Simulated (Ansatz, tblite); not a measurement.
# The cluster Si₂₅PH₃₆: one state, many levels

Aim: run the doublet of the cluster Si₂₅PH₃₆ at one geometry on many levels, and compare frontier levels, spin and run time.

Program: Ansatz 0.2.0, Gaussian basis. Level of theory: as each input shows. These are calculated values, not measurements.

The runs, in order: GFN1-xTB, GFN2-xTB, PBE-D4/def2-SVP, r2SCAN-D4/def2-SVP, HF/def2-SVP, r2SCAN-D4/def2-mTZVP, HF/STO-3G, MP2/def2-SVP.

2 further runs of the same task are left out: 2 set aside as unsound or not needed.

## 1. The relaxed structure

The doublet was relaxed beforehand with PBE-D4/def2-SVP.

62 atoms, charge 0, spin multiplicity 2.

Bond lengths: P1–Si7 2.405 Å, P1–Si8 2.281 Å, P1–Si9 2.283 Å, P1–Si10 2.405 Å, Si2–Si15 2.357 Å, Si2–Si17 2.364 Å, Si2–H27 1.510 Å, Si2–H28 1.506 Å, Si3–Si16 2.353 Å, Si3–Si17 2.362 Å, Si3–Si18 2.355 Å, Si3–H29 1.512 Å, Si4–Si15 2.355 Å, Si4–Si20 2.360 Å, Si4–H30 1.510 Å, Si4–H31 1.506 Å, Si5–Si19 2.353 Å, Si5–Si20 2.358 Å and more. Angles: Si7–P1–Si8 105.3°, Si7–P1–Si9 103.5°, Si7–P1–Si10 136.5°, Si8–P1–Si9 95.7°, Si8–P1–Si10 105.3°, Si9–P1–Si10 103.5°, Si15–Si2–Si17 113.2°, Si15–Si2–H27 109.4°, Si15–Si2–H28 109.1°, Si17–Si2–H27 107.4°, Si17–Si2–H28 110.1°, H27–Si2–H28 107.4°, Si16–Si3–Si17 106.3°, Si16–Si3–Si18 112.1°, Si16–Si3–H29 111.0°, Si17–Si3–Si18 111.0°, Si17–Si3–H29 108.0°, Si18–Si3–H29 108.4° and more.

PBE0-D4/def2-SVP was run before; its log isn't repeated, and its numbers join the tables.

## 2. GFN1-xTB

Tight binding, by tblite at 300 K electronic temperature and without a spin-polarisation term:

```python
tblite.interface.Calculator('GFN1-xTB', numbers, positions, charge=0, uhf=1).singlepoint()
```

Energy -1852.6886 eV; 0.73 s.

## 3. GFN2-xTB

Tight binding, by tblite at 300 K electronic temperature and without a spin-polarisation term:

```python
tblite.interface.Calculator('GFN2-xTB', numbers, positions, charge=0, uhf=1).singlepoint()
```

Energy -1733.9544 eV; 0.98 s.

## 4. PBE-D4/def2-SVP

start.molden holds the orbitals of an earlier run on this state, given as this run's starting guess.

The input, in.yaml:

```yaml
crystal:
  periodic: [false, false, false]
  atoms:
    - {symbol: P, position_ang: [-0.057670, 0.057654, 0.099545]}
    - {symbol: Si, position_ang: [-4.459083, -1.731091, 1.738813]}
    - {symbol: Si, position_ang: [-4.118376, 1.307085, -0.852082]}
    - {symbol: Si, position_ang: [-1.723801, -4.480754, 1.722702]}
    - {symbol: Si, position_ang: [1.313197, -4.040427, -0.792781]}
    - {symbol: Si, position_ang: [1.225330, -1.224580, -3.432916]}
    - {symbol: Si, position_ang: [-1.596350, -1.562630, -0.790707]}
    - {symbol: Si, position_ang: [-1.262706, 1.260951, 1.617819]}
    - {symbol: Si, position_ang: [1.131696, -1.130762, 1.644253]}
    - {symbol: Si, position_ang: [1.561934, 1.597216, -0.790208]}
    - {symbol: Si, position_ang: [-1.309094, 4.117693, -0.850645]}
    - {symbol: Si, position_ang: [1.728904, 4.458195, 1.740743]}
    - {symbol: Si, position_ang: [4.041507, -1.310887, -0.793615]}
    - {symbol: Si, position_ang: [4.481261, 1.725735, 1.721886]}
    - {symbol: Si, position_ang: [-3.013483, -3.022396, 0.396967]}
    - {symbol: Si, position_ang: [-2.933289, -0.225426, -2.186894]}
    - {symbol: Si, position_ang: [-5.514868, 0.020571, 0.552629]}
    - {symbol: Si, position_ang: [-2.679684, 2.677703, 0.411767]}
    - {symbol: Si, position_ang: [-0.078942, -2.723060, -2.158416]}
    - {symbol: Si, position_ang: [-0.022231, -5.523484, 0.462465]}
    - {symbol: Si, position_ang: [2.597297, -2.595196, 0.550495]}
    - {symbol: Si, position_ang: [0.224301, 2.934203, -2.185916]}
    - {symbol: Si, position_ang: [2.722930, 0.080772, -2.158535]}
    - {symbol: Si, position_ang: [3.021227, 3.014853, 0.397466]}
    - {symbol: Si, position_ang: [-0.023662, 5.513666, 0.555597]}
    - {symbol: Si, position_ang: [5.524628, 0.025259, 0.460715]}
    - {symbol: H, position_ang: [-5.546632, -2.615424, 2.301499]}
    - {symbol: H, position_ang: [-3.683042, -1.174518, 2.903937]}
    - {symbol: H, position_ang: [-5.001093, 2.195827, -1.699355]}
    - {symbol: H, position_ang: [-2.609524, -5.559143, 2.299607]}
    - {symbol: H, position_ang: [-1.124171, -3.719172, 2.875647]}
    - {symbol: H, position_ang: [2.266515, -4.849844, -1.643292]}
    - {symbol: H, position_ang: [2.049624, -2.048270, -4.394892]}
    - {symbol: H, position_ang: [0.328229, -0.328186, -4.250213]}
    - {symbol: H, position_ang: [-2.000502, 0.266097, 2.471899]}
    - {symbol: H, position_ang: [-0.269071, 1.999013, 2.473096]}
    - {symbol: H, position_ang: [0.118667, -1.848839, 2.494589]}
    - {symbol: H, position_ang: [1.848460, -0.117092, 2.494917]}
    - {symbol: H, position_ang: [-2.197881, 5.000739, -1.697536]}
    - {symbol: H, position_ang: [1.173008, 3.680508, 2.905096]}
    - {symbol: H, position_ang: [2.612286, 5.545961, 2.304511]}
    - {symbol: H, position_ang: [4.850657, -2.264085, -1.644519]}
    - {symbol: H, position_ang: [3.720579, 1.124942, 2.874836]}
    - {symbol: H, position_ang: [5.559208, 2.611975, 2.298809]}
    - {symbol: H, position_ang: [-3.858727, -3.860872, -0.541123]}
    - {symbol: H, position_ang: [-3.933353, -1.104796, -2.898318]}
    - {symbol: H, position_ang: [-2.102659, 0.479382, -3.226892]}
    - {symbol: H, position_ang: [-6.554911, -0.620260, -0.336781]}
    - {symbol: H, position_ang: [-6.238882, 0.918577, 1.528206]}
    - {symbol: H, position_ang: [-3.493474, 3.490669, 1.392597]}
    - {symbol: H, position_ang: [-0.835668, -3.629349, -3.102389]}
    - {symbol: H, position_ang: [-0.696791, -6.455575, -0.515592]}
    - {symbol: H, position_ang: [0.848273, -6.359936, 1.369619]}
    - {symbol: H, position_ang: [3.367643, -3.364978, 1.598339]}
    - {symbol: H, position_ang: [-0.479734, 2.103799, -3.226619]}
    - {symbol: H, position_ang: [1.103266, 3.935235, -2.896485]}
    - {symbol: H, position_ang: [3.628468, 0.838361, -3.102544]}
    - {symbol: H, position_ang: [3.858405, 3.861505, -0.540515]}
    - {symbol: H, position_ang: [-0.922302, 6.235870, 1.531914]}
    - {symbol: H, position_ang: [0.616330, 6.555188, -0.332659]}
    - {symbol: H, position_ang: [6.362231, -0.844723, 1.367307]}
    - {symbol: H, position_ang: [6.455627, 0.700581, -0.517846]}
basis:
  gaussian: {orbitals: def2-SVP, fitting: {mean_field: def2-universal-jkfit}, initial_orbitals: start.molden}
magnetization: {spin_polarized: true, initial_magnetization: 1}
hamiltonian: {xc: pbe, dispersion: d4}
scf: {omitted_lower_state_checks: [starts]}
output: {forces: true, orbitals: {seedname: orbitals}}
```

The run is started by

```console
$ ansatz run in.yaml --threads 4 --pin off --events-out ev --progress --plain --max-ram 46080MiB --backend cuda --devices 0, --max-vram 37GiB
```

Further steps of the session: r2SCAN-D4/def2-SVP; HF/def2-SVP; r2SCAN-D4/def2-mTZVP; HF/STO-3G; MP2/def2-SVP.

Before running them: what should the planned runs give, taken together? Wanted: gap in def2-SVP, named functionals and Hartree-Fock, smallest and largest; correlation energy, MP2/def2-SVP; binding an atom, functionals in def2-SVP; ⟨S²⟩ in def2-SVP, named functionals and Hartree-Fock, smallest and largest.

As calculated:

| quantity | value |
| --- | --- |
| gap in def2-SVP, named functionals and Hartree-Fock, smallest and largest | 0.53 eV (PBE-D4), 6.65 eV (HF) |
| correlation energy, MP2/def2-SVP | -70.30 eV |
| binding an atom, functionals in def2-SVP | 3.24 (PBE0-D4) to 3.25 eV (r2SCAN-D4) |
| ⟨S²⟩ in def2-SVP, named functionals and Hartree-Fock, smallest and largest | 0.754, 0.794 |

What this shows: Over the named functionals and Hartree-Fock in def2-SVP the gap runs from 0.53 eV (PBE-D4) to 6.65 eV (HF); exact exchange widens it. Over the named functionals and Hartree-Fock in def2-SVP spin contamination reaches 0.04 (HF), which is small.
